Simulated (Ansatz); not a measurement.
# ZnO: the cost of one run

Computed with Ansatz 0.2.0 (DFT LDA, frozen-core PAW, scalar-relativistic unless said, unless a step's input says otherwise).

### Step 1. The structure to begin with

The structure is hexagonal, space group P6_3mc (No. 186). The conventional cell has a = 3.249 Å, b = 3.249 Å, c = 5.206 Å, α = 90.00°, β = 90.00°, γ = 120.00°. Zn (site symmetry 3m) has 4 O at 1.97 to 1.98 Å as nearest neighbours. O (site symmetry 3m) is surrounded by 4 Zn at 1.97 to 1.98 Å.

Coordinates:

```cif
data_structure
_symmetry_space_group_name_H-M 'P6_3mc'
_symmetry_Int_Tables_number 186
_cell_length_a 3.2493
_cell_length_b 3.2493
_cell_length_c 5.2057
_cell_angle_alpha 90.000
_cell_angle_beta 90.000
_cell_angle_gamma 120.000
_cell_volume 47.60
loop_
_atom_site_label
_atom_site_type_symbol
_atom_site_symmetry_multiplicity
_atom_site_Wyckoff_symbol
_atom_site_fract_x
_atom_site_fract_y
_atom_site_fract_z
_atom_site_occupancy
Zn1 Zn 2 b 0.33333 0.66667 0.50000 1
O1 O 2 b 0.66667 0.33333 0.37901 1
```

Cartesian axes are those of the input's lattice vectors. The structure goes back to a database entry.

### Step 2. Cell and atoms relaxed, PAW

Input file input.yaml:

```yaml
crystal:
  lattice:
    - [3.24930799999, 0.0, 0.0]
    - [-1.624654, 2.81398327271, 0.0]
    - [0.0, 0.0, 5.205709]
  atoms:
    - { symbol: Zn, position: [0.333333333333, 0.666666666667, 0.5] }
    - { symbol: Zn, position: [0.666666666667, 0.333333333333, 0.0] }
    - { symbol: O, position: [0.666666666667, 0.333333333333, 0.37901] }
    - { symbol: O, position: [0.333333333333, 0.666666666667, 0.87901] }
kpoints:
  mp_grid: { grid: [12, 12, 6] }
scf:
  occupations: { method: fermi_dirac, width: 0.08 }
hamiltonian:
  xc: lda
  pseudopotentials: { kind: paw }
relax:
  f_tol: 0.002
  max_steps: 80
  cell: {}
output:
  forces: true
  stress: true
```

On the command line:

```sh
$ ansatz run input.yaml --threads 2 --pin off --max-ram 6144MiB --backend cpu --events-out ev --progress --plain --runs-dir out
```

What time and memory should one allow on 2 threads of Arm Neoverse N1, shared host?

About 41 s, with a peak of 0.38 GiB.
